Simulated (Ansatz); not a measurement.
**AlH3O2Se: one species, many methods**

An exercise on one series of results from a longer session: the logs are not shown, and one member is left open.

Method: functionals in def2-TZVPP, the program's frozen cores in correlated methods; program: Ansatz 0.2.0, Gaussian basis.

Levels to be run: LDA (SPW92), PBE-D4, revPBE-D4, BLYP-D4, r2SCAN-D4, B97M-V, PBE0-D4, B3LYP-D4, r2SCANh-D4, r2SCAN0-D4, HSE06-D4, BHLYP-D4, CAM-B3LYP-D4, LC-ωPBE, ωB97X-V, ωB97M-V, B2PLYP, PBE-QIDH; CCSD(T)/def2-SVP; CCSD(T)/def2-TZVPP; MP2/def2-QZVPP; extrapolation to the limit; RPA on PBE.

## The geometry

All runs share one geometry, relaxed beforehand with PBE0-D4 in a triple-zeta def2 set.

SMILES `[OH][Al]([OH])[SeH]`, 7 atoms, charge 0, spin multiplicity 1.

Atoms are counted from 1 here; the program's logs count them from 0.

Bond lengths: O1–Al2 1.685 Å, O1–H5 0.954 Å, Al2–O3 1.684 Å, Al2–Se4 2.319 Å, O3–H6 0.955 Å, Se4–H7 1.469 Å. Angles: Al2–O1–H5 124.4°, O1–Al2–O3 116.9°, O1–Al2–Se4 123.4°, O3–Al2–Se4 119.7°, Al2–O3–H6 124.3°, Al2–Se4–H7 91.8°.

Coordinates:

```xyz
7
charge 0, multiplicity 1
O    -1.1891    1.0891    0.5143
Al    0.1257    0.0563    0.3057
O     1.1942   -0.0876    1.5997
Se    0.5100   -1.1442   -1.6404
H    -1.8586    1.2497   -0.1466
H     1.9727   -0.6401    1.5965
H    -0.6938   -0.5911   -2.2747
```

The first run:

The input, in.yaml:

```yaml
crystal:
  periodic: [false, false, false]
  atoms:
    - {symbol: O, position_ang: [-1.189063, 1.089069, 0.514330]}
    - {symbol: Al, position_ang: [0.125701, 0.056282, 0.305666]}
    - {symbol: O, position_ang: [1.194216, -0.087639, 1.599652]}
    - {symbol: Se, position_ang: [0.510006, -1.144160, -1.640428]}
    - {symbol: H, position_ang: [-1.858594, 1.249671, -0.146630]}
    - {symbol: H, position_ang: [1.972710, -0.640120, 1.596462]}
    - {symbol: H, position_ang: [-0.693775, -0.591105, -2.274651]}
basis:
  gaussian: {orbitals: def2-TZVPP}
hamiltonian: {xc: lda}
output: {orbitals: {seedname: orbitals}}
```

Among the steps run: LDA; PBE-D4 (GGA); revPBE-D4 (GGA); BLYP-D4 (GGA); r2SCAN-D4 (meta-GGA); B97M-V (meta-GGA); PBE0-D4 (hybrid); B3LYP-D4 (hybrid); r2SCANh-D4 (hybrid); r2SCAN0-D4 (hybrid); HSE06-D4 (hybrid); BHLYP-D4 (hybrid); CAM-B3LYP-D4 (range-separated); LC-ωPBE (range-separated); ωB97X-V (range-separated); ωB97M-V (range-separated); B2PLYP (double hybrid); PBE-QIDH (double hybrid).

One table of the session follows, with a row left open; its other results are not shown here.

It belongs to the step «Frontier levels by functional». 

```
  functional  HOMO (eV)  gap (eV)
 LDA (SPW92)      -6.37      4.67
      PBE-D4      -6.21      4.77
   revPBE-D4      -6.15      4.84
     BLYP-D4      -6.03      4.61
   r2SCAN-D4          ?         ?
      B97M-V      -6.52      5.31
     PBE0-D4      -7.39      6.77
    B3LYP-D4      -7.13      6.20
  r2SCANh-D4      -6.94      6.23
  r2SCAN0-D4      -7.58      7.25
    HSE06-D4      -6.99      6.01
    BHLYP-D4      -8.38      8.48
CAM-B3LYP-D4      -8.66      8.88
     LC-ωPBE     -10.04     11.54
     ωB97X-V      -9.68     10.97
     ωB97M-V      -9.53     10.49
```

**Question.** Estimate the row for r2SCAN-D4.

Worked estimate for «HOMO (eV)». Against the share of exact exchange, r2SCANh-D4 (0.1, -6.94), r2SCAN0-D4 (0.25, -7.58) give a slope of -4.27 per unit share; at 0 the line stands at -6.51.

As computed: HOMO (eV): -6.51; gap (eV): 5.55. In «HOMO (eV)» the line misses by 0.00.
